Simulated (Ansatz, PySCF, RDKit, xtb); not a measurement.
**Isomers of GeSiH6O4, a sample narrowed down, part 1 of 2**

Which of a sample of isomers of GeSiH6O4 is the most stable in the gas at 298.15 K, and what are its properties? The sample is small against all isomers, and the most stable one of this formula need not be in it.

Plan: many cheap relaxations first (GFN2-xTB), then density-functional screening, relaxation at PBE0-D4/def2-SVP, vibrations (at GFN2-xTB) and a final energy. The numbers are computed, not measured.

**1. Drawing up candidates**

Isomers were drawn by moving bonds and hydrogen atoms under normal valences; this is a sample, not all of them. O–O, O–halogen and N–halogen bonds and N–N–N chains are not drawn. That gives 7 candidates.

```
label                         SMILES     spin
 c247  [OH][Ge]([OH])([OH])[O][SiH3]  singlet
 c446      O[SiH2][O][GeH]([OH])[OH]  singlet
 c468          [OH][GeH2][Si](O)(O)O  singlet
 c514           O[Si](O)(O)[O][GeH3]  singlet
 c598       O[SiH](O)[GeH]([OH])[OH]  singlet
 c775         [OH][GeH2][O][SiH](O)O  singlet
 c892    O[SiH2][Ge]([OH])([OH])[OH]  singlet
```

Candidates are built by distance geometry, with a force field where one applies, in up to four conformers (letters a to d).

**2. Cheap relaxation of all starts**

All 20 starts are relaxed the same way. One of them, c446b (drawn by moving bonds, embedded by distance geometry and UFF), in full:

File start.xyz:

```xyz
12
c446b
Ge    -0.284634     2.053680     0.179344
O     -3.967442    -0.297071    -0.148695
O     -1.295852     0.554441    -0.137002
O     -0.293447     2.383498     1.959521
O      1.391999     1.720503    -0.398602
Si    -2.870635     1.022996     0.116356
H     -3.715038    -0.952534     0.555846
H     -3.279967     2.126166    -0.773088
H     -3.124767     1.534224     1.467215
H     -0.862877     3.219595    -0.556907
H     -0.986567     3.060501     2.068687
H      1.861891     2.590983    -0.219896
```

On the command line:

```console
$ xtb start.xyz --gfn 2 --opt
```

What it wrote, cut to the lines that bear on the results:

```text
* xtb version 6.7.1
[...]
          :  # basis functions                  42          :
[...]
          :  # electrons                        38          :
[...]
          :  Hamiltonian                  GFN2-xTB          :
[...]
          :  net charge                          0          :
          :  unpaired electrons                  0          :
[...]
   *** convergence criteria satisfied after 14 iterations ***
[...]
   *** GEOMETRY OPTIMIZATION CONVERGED AFTER 85 ITERATIONS ***
[...]
   *** convergence criteria satisfied after 3 iterations ***
[...]
         ::                     SUMMARY                     ::
         :::::::::::::::::::::::::::::::::::::::::::::::::::::
         :: total energy             -23.171509328508 Eh    ::
         :: gradient norm              0.000471198991 Eh/a0 ::
         :: HOMO-LUMO gap              6.515909093017 eV    ::
         ::.................................................::
         :: SCC energy               -23.291786699154 Eh    ::
         :: -> isotropic ES            0.101397690675 Eh    ::
         :: -> anisotropic ES         -0.007594658433 Eh    ::
         :: -> anisotropic XC         -0.005004528386 Eh    ::
         :: -> dispersion             -0.007804759237 Eh    ::
         :: repulsion energy           0.120277370646 Eh    ::
         :: add. restraining           0.000000000000 Eh    ::
         :: total charge               0.000000000000 e     ::
         :::::::::::::::::::::::::::::::::::::::::::::::::::::
[...]
        19        2.0000           -0.4066171             -11.0646 (HOMO)
        20                         -0.1671618              -4.5487 (LUMO)
[...]
     #   Z          covCN         q      C6AA      α(0)
     1  32          3.426     0.400   168.743    23.591
     2   8          1.576    -0.467    22.238     6.363
     3   8          1.552    -0.463    22.182     6.354
     4   8          1.587    -0.461    22.110     6.345
     5   8          1.587    -0.467    22.236     6.364
     6  14          3.512     0.586    98.016    19.133
     7   1          0.812     0.327     0.645     1.261
     8   1          0.920    -0.070     4.616     3.360
     9   1          0.919    -0.070     4.621     3.362
    10   1          0.940     0.028     2.607     2.524
    11   1          0.811     0.324     0.652     1.268
    12   1          0.815     0.333     0.628     1.244
[...]
     #   Z sym  total        # sym  WBO       # sym  WBO       # sym  WBO
 ---------------------------------------------------------------------------
     1  32      4.169 --     5      1.145     4      1.137     3      1.071
                            10      0.768
     2   8      2.198 --     6      1.222     7      0.869
     3   8      2.295 --     1      1.071     6      0.951
     4   8      2.208 --     1      1.137    11      0.871
     5   8      2.198 --     1      1.145    12      0.863
     6  14      3.994 --     2      1.222     3      0.951     9      0.884
                             8      0.880
     7   1      0.893 --     2      0.869
     8   1      0.995 --     6      0.880
     9   1      0.995 --     6      0.884
    10   1      0.999 --     1      0.768
    11   1      0.895 --     4      0.871
[...]
molecular dipole:
                 x           y           z       tot (Debye)
 q only:        0.296       0.262       0.272
   full:        0.651       0.446       0.354       2.198
molecular quadrupole (traceless):
[...]
          | TOTAL ENERGY              -23.171509328508 Eh   |
          | GRADIENT NORM               0.000471198991 Eh/α |
          | HOMO-LUMO GAP               6.515909093017 eV   |
           -------------------------------------------------
[...]
```

Wall time 0.51 s (2 threads of Arm Neoverse V1, shared host).

**3. The minima found**

20 of the 20 relaxations converged; the search merged 4 into others by its test of bonds and energy. 16 distinct structures remain:

```
label  start                   SMILES after     spin  energy (kcal/mol)
c514c  drawn           O[Si](O)(O)[O][GeH3]  singlet                0.0
c775c  drawn         [OH][GeH2][O][SiH](O)O  singlet                3.9
c775b  drawn         [OH][GeH2][O][SiH](O)O  singlet                4.2
c775d  drawn         [OH][GeH2][O][SiH](O)O  singlet                5.0
c446b  drawn      O[SiH2][O][GeH]([OH])[OH]  singlet               14.7
c446d  drawn      O[SiH2][O][GeH]([OH])[OH]  singlet               15.5
c446a  drawn      O[SiH2][O][GeH]([OH])[OH]  singlet               16.1
c468a  drawn          [OH][GeH2][Si](O)(O)O  singlet               22.9
c468b  drawn          [OH][GeH2][Si](O)(O)O  singlet               23.8
c598d  drawn       O[SiH](O)[GeH]([OH])[OH]  singlet               26.9
c598a  drawn       O[SiH](O)[GeH]([OH])[OH]  singlet               28.1
c598c  drawn       O[SiH](O)[GeH]([OH])[OH]  singlet               29.9
c598b  drawn       O[SiH](O)[GeH]([OH])[OH]  singlet               30.1
c247a  drawn  [OH][Ge]([OH])([OH])[O][SiH3]  singlet               31.6
c892b  drawn    O[SiH2][Ge]([OH])([OH])[OH]  singlet               38.0
c892a  drawn    O[SiH2][Ge]([OH])([OH])[OH]  singlet               39.0
```

**4. Single points on the low minima**

A choice of the minima (the low ones first, few conformers of a pattern, up to a cap) and the lowest that fell apart get a single point at r2SCAN-D4/def2-SVP on the tight-binding geometry, and one at HF/STO-3G for comparison. Some singlets are also tried as triplets at the same geometry (label ending in t). Within 30 kcal/mol but not screened, among others: c775d, c446a, c598c. The first, c514c:

File input.yaml:

```yaml
crystal:
  periodic: [false, false, false]
  atoms:
    - {symbol: Ge, position_ang: [-1.559623, 0.312963, 1.449804]}
    - {symbol: O, position_ang: [1.352434, -0.298520, -1.416957]}
    - {symbol: O, position_ang: [0.230674, -2.542590, -0.702948]}
    - {symbol: O, position_ang: [1.008714, -0.954106, 1.218806]}
    - {symbol: O, position_ang: [-0.982346, -0.163622, -0.140083]}
    - {symbol: Si, position_ang: [0.405822, -0.989448, -0.292990]}
    - {symbol: H, position_ang: [1.404715, 0.652311, -1.456003]}
    - {symbol: H, position_ang: [-0.041495, -2.745233, -1.592802]}
    - {symbol: H, position_ang: [1.764533, -1.501229, 1.417763]}
    - {symbol: H, position_ang: [-0.576968, 1.280776, 2.029273]}
    - {symbol: H, position_ang: [-2.860453, 0.966313, 1.095093]}
    - {symbol: H, position_ang: [-1.728213, -0.908570, 2.290795]}
basis:
  gaussian:
    orbitals: def2-SVP
hamiltonian:
  xc: {name: r2SCAN}
  dispersion: d4
scf:
  lower_state_search: off
output: {orbitals: {seedname: orbitals}}
```

On the command line:

```console
$ ansatz run input.yaml --threads 2 --pin off --max-ram 6090MiB --events-out events.jsonl --progress --plain --runs-dir runs
```

What it wrote, cut to the lines that bear on the results:

```text
Warning: RAYON_NUM_THREADS=2 ignored (pool sized by the plan → 2); use --threads N
Functional definition: r2SCAN
  name "r2SCAN"
[...]
1467 factors; their error is unknown
[...]
mean field -72666.29159272 eV, -2670.4369610509 hartree, gradient 2.7e-6 eV, S^2 0.000000; 0 other end points of the search recorded, 0 dependent functions left out
reference -72666.29160412 eV, -2670.4369614699 hartree; 42, 42 occupied and 94, 94 virtual orbitals, 1467 factors
Total energy: -72666.36446168 eV, -2670.4396389359 hartree
Checks for a lower state left out: stability, starts, cluster_reference, orbital_swaps, neighbouring_geometries, increment
```

It took 3.9 s on 2 threads of Arm Neoverse V1, shared host; peak memory 0.18 GiB.

Relative energies in kcal/mol, each column from its lowest structure that stays in one piece:

```csv
label,SMILES,spin,GFN2-xTB,HF/STO-3G,r2SCAN-D4/def2-SVP
c514c,O[Si](O)(O)[O][GeH3],singlet,0.0,0.0,0.0
c775c,[OH][GeH2][O][SiH](O)O,singlet,3.9,12.4,14.7
c775b,[OH][GeH2][O][SiH](O)O,singlet,4.2,12.3,16.4
c468a,[OH][GeH2][Si](O)(O)O,singlet,22.9,29.5,31.2
c446b,O[SiH2][O][GeH]([OH])[OH],singlet,14.7,20.3,32.3
c468b,[OH][GeH2][Si](O)(O)O,singlet,23.8,31.1,32.5
c446d,O[SiH2][O][GeH]([OH])[OH],singlet,15.5,20.6,34.6
c598a,O[SiH](O)[GeH]([OH])[OH],singlet,28.1,41.2,49.7
c598d,O[SiH](O)[GeH]([OH])[OH],singlet,26.9,42.8,50.5
c514ct,O[Si](O)(O)[O][GeH3],triplet,–,–,160.0
c775ct,[OH][GeH2][O][SiH](O)O,triplet,–,–,177.6
```

Measured from c514c, GFN2-xTB misplaces c598d by 24 kcal/mol against r2SCAN-D4/def2-SVP, so minima dropped on its energies alone could hide the lowest isomer.

**5. Relaxing the best candidates**

3 candidates are relaxed at PBE0-D4/def2-SVP (chosen among the lowest in one piece). The first, c514c:

File input.yaml:

```yaml
crystal:
  periodic: [false, false, false]
  atoms:
    - symbol: Ge
      position_ang: [-1.559623, 0.312963, 1.449804]
    - symbol: O
      position_ang: [1.352434, -0.298520, -1.416957]
    - symbol: O
      position_ang: [0.230674, -2.542590, -0.702948]
    - symbol: O
      position_ang: [1.008714, -0.954106, 1.218806]
    - symbol: O
      position_ang: [-0.982346, -0.163622, -0.140083]
    - symbol: Si
      position_ang: [0.405822, -0.989448, -0.292990]
    - symbol: H
      position_ang: [1.404715, 0.652311, -1.456003]
    - symbol: H
      position_ang: [-0.041495, -2.745233, -1.592802]
    - symbol: H
      position_ang: [1.764533, -1.501229, 1.417763]
    - symbol: H
      position_ang: [-0.576968, 1.280776, 2.029273]
    - symbol: H
      position_ang: [-2.860453, 0.966313, 1.095093]
    - symbol: H
      position_ang: [-1.728213, -0.908570, 2.290795]
basis:
  gaussian: {orbitals: def2-SVP}
scf: {lower_state_search: "off"}
hamiltonian: {xc: pbe0, dispersion: d4}
relax: {f_tol: 0.006}
```

On the command line:

```console
$ ansatz run input.yaml --threads 2 --pin off --max-ram 6090MiB --events-out events.jsonl --progress --plain --runs-dir runs
```

What it wrote, cut to the lines that bear on the results:

```text
Warning: RAYON_NUM_THREADS=2 ignored (pool sized by the plan → 2); use --threads N
[...]
Functional definition: PBE0
  name "PBE0"
[...]
1394 factors; integrals over basis functions are off by at most 3.8e-4 eV
[...]
mean field -72651.89218363 eV, -2669.9077925272 hartree, gradient 1.9e-6 eV, S^2 0.000000; 0 other end points of the search recorded, 0 dependent functions left out
[...]
reference -72651.89221361 eV, -2669.9077936289 hartree; 42, 42 occupied and 94, 94 virtual orbitals, 1394 factors
relax step   1: F+E_penalty+E_count = -72652.14415371 eV  Δ(F+E_penalty+E_count) = +0.000e0 eV  max|allowed force component| = 8.937e-1 eV/Å  Δτ_max = 0.0000 Å  (16 SCF iters, accepted)
[...]
relax step   3: F+E_penalty+E_count = -72652.32468767 eV  Δ(F+E_penalty+E_count) = -2.737e-2 eV  max|allowed force component| = 1.375e-1 eV/Å  Δτ_max = 0.0666 Å  (20 SCF iters, accepted)
[...]
Atom 3 at     1.284965    -1.008557     1.187474 Å, force     0.000843    -0.002015    -0.001161 eV/Å
Atom 4 at    -0.802051    -0.013825    -0.032182 Å, force     0.000064    -0.001225     0.004393 eV/Å
Atom 5 at     0.503310    -0.977445    -0.266783 Å, force     0.002813     0.000494     0.001978 eV/Å
Atom 6 at     1.317569     0.589120    -1.635426 Å, force     0.000125    -0.003091     0.002929 eV/Å
Atom 7 at     0.051421    -2.715782    -1.593628 Å, force    -0.000311    -0.002503     0.001235 eV/Å
Atom 8 at     1.871046    -1.756138     1.334541 Å, force     0.000416     0.001471     0.000937 eV/Å
Atom 9 at    -0.827496     1.423403     2.257556 Å, force     0.000819    -0.002409    -0.001514 eV/Å
Atom 10 at    -3.002930     0.982095     1.033902 Å, force     0.000451    -0.000386     0.000859 eV/Å
Atom 11 at    -1.866923    -0.893496     2.309579 Å, force     0.001602    -0.001618    -0.002678 eV/Å
Dipole moment:    -0.008676     0.071633    -0.026906 e Å
Checks for a lower state left out: stability, starts, cluster_reference, orbital_swaps, neighbouring_geometries, increment
```

It took 44 s on 2 threads of Arm Neoverse V1, shared host; peak memory 0.32 GiB.

Energy change by step (eV): 0.0000, -0.1532, -0.1805, -0.1979, -0.1982, -0.2045, -0.2051, -0.2051, -0.2052, -0.2052.

After the run. Bond lengths: Ge1–O5 1.789 Å, O2–Si6 1.651 Å, O3–Si6 1.648 Å, O4–Si6 1.651 Å, O5–Si6 1.639 Å, O2–H7 0.962 Å, O3–H8 0.961 Å, O4–H9 0.961 Å, Ge1–H10 1.537 Å, Ge1–H11 1.536 Å, Ge1–H12 1.537 Å. Some angles: Ge1–O5–Si6 129.4°, O2–Si6–O3 106.3°, O2–Si6–O4 115.3°, O2–Si6–O5 108.2°, O3–Si6–O4 106.6°, O3–Si6–O5 115.6°, O4–Si6–O5 105.2°, O5–Ge1–H10 108.5°, O5–Ge1–H11 104.9°, O5–Ge1–H12 109.4°.

**6. After refinement**

| label | spin | r2SCAN-D4/def2-SVP (kcal/mol) | PBE0-D4/def2-SVP, relaxed (kcal/mol) | time | note |
| --- | --- | --- | --- | --- | --- |
| c514c | singlet | 0.0 | 0.0 | 44 s |  |
| c775b | singlet | 16.4 | 14.3 | 95 s | same minimum as c775c |
| c775c | singlet | 14.7 | 14.3 | 2.3 min |  |

c514c: Bond lengths: Ge1–O5 1.789 Å, O2–Si6 1.651 Å, O3–Si6 1.648 Å, O4–Si6 1.651 Å, O5–Si6 1.639 Å, O2–H7 0.962 Å, O3–H8 0.961 Å, O4–H9 0.961 Å, Ge1–H10 1.537 Å, Ge1–H11 1.536 Å, Ge1–H12 1.537 Å. Some angles: Ge1–O5–Si6 129.4°, O2–Si6–O3 106.3°, O2–Si6–O4 115.3°, O2–Si6–O5 108.2°, O3–Si6–O4 106.6°, O3–Si6–O5 115.6°, O4–Si6–O5 105.2°, O5–Ge1–H10 108.5°, O5–Ge1–H11 104.9°, O5–Ge1–H12 109.4°.

c775b: Bond lengths: Ge1–O2 1.763 Å, Ge1–O3 1.793 Å, O3–Si6 1.635 Å, O4–Si6 1.653 Å, O5–Si6 1.670 Å, O2–H7 0.973 Å, Ge1–H8 1.532 Å, Ge1–H9 1.538 Å, Si6–H10 1.483 Å, O4–H11 0.961 Å, O5–H12 0.963 Å. Some angles: O2–Ge1–O3 107.0°, Ge1–O3–Si6 131.7°, O3–Si6–O4 114.5°, O3–Si6–O5 106.6°, O4–Si6–O5 104.6°, Ge1–O2–H7 108.9°, O2–Ge1–H8 108.5°, O2–Ge1–H9 112.6°, O3–Ge1–H8 108.5°, O3–Ge1–H9 105.7°.

c775c: Bond lengths: Ge1–O2 1.763 Å, Ge1–O3 1.792 Å, O3–Si6 1.635 Å, O4–Si6 1.653 Å, O5–Si6 1.670 Å, O2–H7 0.973 Å, Ge1–H8 1.533 Å, Ge1–H9 1.538 Å, Si6–H10 1.483 Å, O4–H11 0.961 Å, O5–H12 0.963 Å. Some angles: O2–Ge1–O3 107.0°, Ge1–O3–Si6 131.9°, O3–Si6–O4 114.5°, O3–Si6–O5 106.6°, O4–Si6–O5 104.5°, Ge1–O2–H7 108.9°, O2–Ge1–H8 108.6°, O2–Ge1–H9 112.6°, O3–Ge1–H8 108.4°, O3–Ge1–H9 105.7°.

**7. Are they minima? Harmonic frequencies**

The lowest few go on as finalists. In this search the thermal terms come from GFN2-xTB at its own nearest minimum. The first, c514c:

File start.xyz:

```xyz
12
c514c
Ge    -1.660223     0.387657     1.485220
O      1.377710    -0.364189    -1.525196
O      0.171397    -2.543798    -0.655306
O      1.284965    -1.008557     1.187474
O     -0.802051    -0.013825    -0.032182
Si     0.503310    -0.977445    -0.266783
H      1.317569     0.589120    -1.635426
H      0.051421    -2.715782    -1.593628
H      1.871046    -1.756138     1.334541
H     -0.827496     1.423403     2.257556
H     -3.002930     0.982095     1.033902
H     -1.866923    -0.893496     2.309579
```

On the command line:

```console
$ xtb start.xyz --gfn 2 --ohess tight
```

What it wrote, cut to the lines that bear on the results:

```text
* xtb version 6.7.1
[...]
          :  # basis functions                  42          :
[...]
          :  # electrons                        38          :
[...]
          :  Hamiltonian                  GFN2-xTB          :
[...]
          :  net charge                          0          :
          :  unpaired electrons                  0          :
[...]
   *** convergence criteria satisfied after 13 iterations ***
[...]
   *** GEOMETRY OPTIMIZATION CONVERGED AFTER 16 ITERATIONS ***
[...]
   *** convergence criteria satisfied after 3 iterations ***
[...]
         ::                     SUMMARY                     ::
         :::::::::::::::::::::::::::::::::::::::::::::::::::::
         :: total energy             -23.194995491064 Eh    ::
         :: gradient norm              0.000391063471 Eh/a0 ::
         :: HOMO-LUMO gap              7.951732929794 eV    ::
         ::.................................................::
         :: SCC energy               -23.327550048396 Eh    ::
         :: -> isotropic ES            0.116517240639 Eh    ::
         :: -> anisotropic ES         -0.010763809773 Eh    ::
         :: -> anisotropic XC         -0.001279621717 Eh    ::
         :: -> dispersion             -0.007813784779 Eh    ::
         :: repulsion energy           0.132554557332 Eh    ::
         :: add. restraining           0.000000000000 Eh    ::
         :: total charge              -0.000000000000 e     ::
         :::::::::::::::::::::::::::::::::::::::::::::::::::::
[...]
        19        2.0000           -0.4236546             -11.5282 (HOMO)
        20                         -0.1314337              -3.5765 (LUMO)
[...]
molecular dipole:
                 x           y           z       tot (Debye)
 q only:        0.291       0.151       0.115
   full:        0.515       0.085      -0.133       1.368
molecular quadrupole (traceless):
[...]
          | TOTAL ENERGY              -23.194995491064 Eh   |
          | TOTAL ENTHALPY            -23.115877402094 Eh   |
          | TOTAL FREE ENERGY         -23.161567464674 Eh   |
          | GRADIENT NORM               0.000391129347 Eh/α |
[...]
```

It took 0.36 s on 2 threads of Arm Neoverse V1, shared host; peak memory 0.11 GiB.

**8. Thermal terms of the finalists**

As xtb prints them, at 298.15 K, with its own treatment of low modes:

```csv
label,SMILES,spin,lowest mode (cm⁻¹),zero-point (kcal/mol),G − E (kcal/mol)
c514c,O[Si](O)(O)[O][GeH3],singlet,57,42.9,21.0
c775c,[OH][GeH2][O][SiH](O)O,singlet,22,42.3,20.1
```

**9. Last filter: a higher level**

Each finalist gets a single point at CCSD(T)/def2-SVP + MP2/def2-TZVPP - MP2/def2-SVP.

c514c, CCSD(T)/def2-SVP:

File input.yaml:

```yaml
crystal:
  periodic: [false, false, false]
  atoms:
    - {symbol: Ge, position_ang: [-1.660223, 0.387657, 1.485220]}
    - {symbol: O, position_ang: [1.377710, -0.364189, -1.525196]}
    - {symbol: O, position_ang: [0.171397, -2.543798, -0.655306]}
    - {symbol: O, position_ang: [1.284965, -1.008557, 1.187474]}
    - {symbol: O, position_ang: [-0.802051, -0.013825, -0.032182]}
    - {symbol: Si, position_ang: [0.503310, -0.977445, -0.266783]}
    - {symbol: H, position_ang: [1.317569, 0.589120, -1.635426]}
    - {symbol: H, position_ang: [0.051421, -2.715782, -1.593628]}
    - {symbol: H, position_ang: [1.871046, -1.756138, 1.334541]}
    - {symbol: H, position_ang: [-0.827496, 1.423403, 2.257556]}
    - {symbol: H, position_ang: [-3.002930, 0.982095, 1.033902]}
    - {symbol: H, position_ang: [-1.866923, -0.893496, 2.309579]}
basis:
  gaussian:
    orbitals: def2-SVP
correlation:
  method: ccsd_t
  frozen_orbitals: {Si: 5, H: 0, Ge: 9, O: 1}
```

On the command line:

```console
$ ansatz run input.yaml --threads 2 --pin off --max-ram 6090MiB --events-out events.jsonl --progress --plain --runs-dir runs
```

What it wrote, cut to the lines that bear on the results:

```text
Warning: RAYON_NUM_THREADS=2 ignored (pool sized by the plan → 2); use --threads N
Functional definition: HF
  name "HF"
[...]
1304 factors; integrals over basis functions are off by at most 1.1e-3 eV
[...]
mean field -72569.41117819 eV, -2666.8766714850 hartree, gradient 2.9e-6 eV, S^2 0.000000; 0 other end points of the search recorded, 0 dependent functions left out
18 core orbitals not correlated: weight in the atoms' cores, before any rotation towards them, 1.000 or more for the frozen orbitals, at most 0.000 for the correlated occupied ones
reference -72569.41117819 eV, -2666.8766714850 hartree; 24, 24 occupied and 94, 94 virtual orbitals, 1304 factors
second order -28.94436681 eV of doubles, -0.00000000 eV of singles
cycle   1  -28.84865615 eV  change    9.6e-2 eV  update   1.2e-1
[...]
cycle   9  -29.71042424 eV  change    2.3e-6 eV  update   1.4e-5
perturbative correction -0.65674610 eV, -0.0241349742 hartree
Total energy: -72599.77834854 eV, -2667.9926444117 hartree
```

Wall time 55 s (2 threads of Arm Neoverse V1, shared host); peak memory 0.98 GiB.

(Continued in part 2 of 2.)
